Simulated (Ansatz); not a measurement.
# CH₄BFN₂: basis-set convergence

An exercise on one series of results from a longer session: the logs are not shown, and one member is left open.

Method: one geometry, several basis sets; program: Ansatz 0.2.0, Gaussian basis.

The runs, in order: PBE0-D4/def2-SVP; ωB97M-V/def2-SVP; PBE0-D4/def2-QZVPP; ωB97M-V/def2-QZVPP; the functionals' def2-TZVPP values are taken from earlier runs.

### The relaxed structure

An earlier PBE0-D4 in a triple-zeta def2 set relaxation fixed the geometry.

SMILES `NC1(F)BN1`, 9 atoms, charge 0, spin multiplicity 1.

Atoms are counted from 1 here; the program's logs count them from 0.

Bond lengths: N1–C2 1.406 Å, N1–H6 1.015 Å, N1–H7 1.011 Å, C2–F3 1.404 Å, C2–B4 1.547 Å, C2–N5 1.419 Å, B4–N5 1.354 Å, B4–H8 1.182 Å, N5–H9 1.006 Å. Angles: C2–N1–H6 111.4°, C2–N1–H7 110.7°, H6–N1–H7 108.1°, N1–C2–F3 111.5°, N1–C2–B4 127.4°, N1–C2–N5 119.9°, F3–C2–B4 118.3°, F3–C2–N5 112.0°, B4–C2–N5 54.1°, C2–B4–N5 58.1°, C2–B4–H8 157.1°, N5–B4–H8 144.7°, C2–N5–B4 67.8°, C2–N5–H9 136.1°, B4–N5–H9 156.1°.

The first run:

Contents of in.yaml:

```yaml
crystal:
  periodic: [false, false, false]
  atoms:
    - {symbol: N, position_ang: [-0.576130, 0.299234, 1.221242]}
    - {symbol: C, position_ang: [0.281224, 0.087261, 0.127668]}
    - {symbol: F, position_ang: [1.458049, 0.843929, 0.243215]}
    - {symbol: B, position_ang: [0.267718, -1.102899, -0.859964]}
    - {symbol: N, position_ang: [-0.237835, 0.108357, -1.192813]}
    - {symbol: H, position_ang: [-0.678552, 1.287775, 1.425663]}
    - {symbol: H, position_ang: [-0.218720, -0.157938, 2.049039]}
    - {symbol: H, position_ang: [0.477926, -2.199896, -1.245780]}
    - {symbol: H, position_ang: [-0.685179, 0.787875, -1.785371]}
basis:
  gaussian: {orbitals: def2-SVP}
hamiltonian: {xc: pbe0, dispersion: d4}
output: {orbitals: {seedname: orbitals}}
```

Launch:

```bash
$ ansatz run in.yaml --threads 2 --pin off --events-out ev --progress --plain --max-ram 4352MiB
```

Steps of the session up to this table: PBE0-D4 in def2-SVP; ωB97M-V in def2-SVP; PBE0-D4 in def2-QZVPP; ωB97M-V in def2-QZVPP.

One of the session's tables, all rows but one given; the rest of the session is left out.

It belongs to the step «Density functionals: the series». 

```
functional       basis  HOMO (eV)  LUMO (eV)
   PBE0-D4    def2-SVP      -7.45       0.23
   PBE0-D4  def2-TZVPP      -7.69      -0.08
   PBE0-D4  def2-QZVPP          ?          ?
   ωB97M-V    def2-SVP      -9.87       2.34
   ωB97M-V  def2-TZVPP     -10.13       1.81
   ωB97M-V  def2-QZVPP     -10.18       1.52
```

**Question.** Estimate the row for PBE0-D4, def2-QZVPP.

As computed: HOMO (eV): -7.74; LUMO (eV): -0.18. In the column «HOMO (eV)» it lies between ωB97M-V, def2-SVP (-9.87) and PBE0-D4, def2-TZVPP (-7.69).
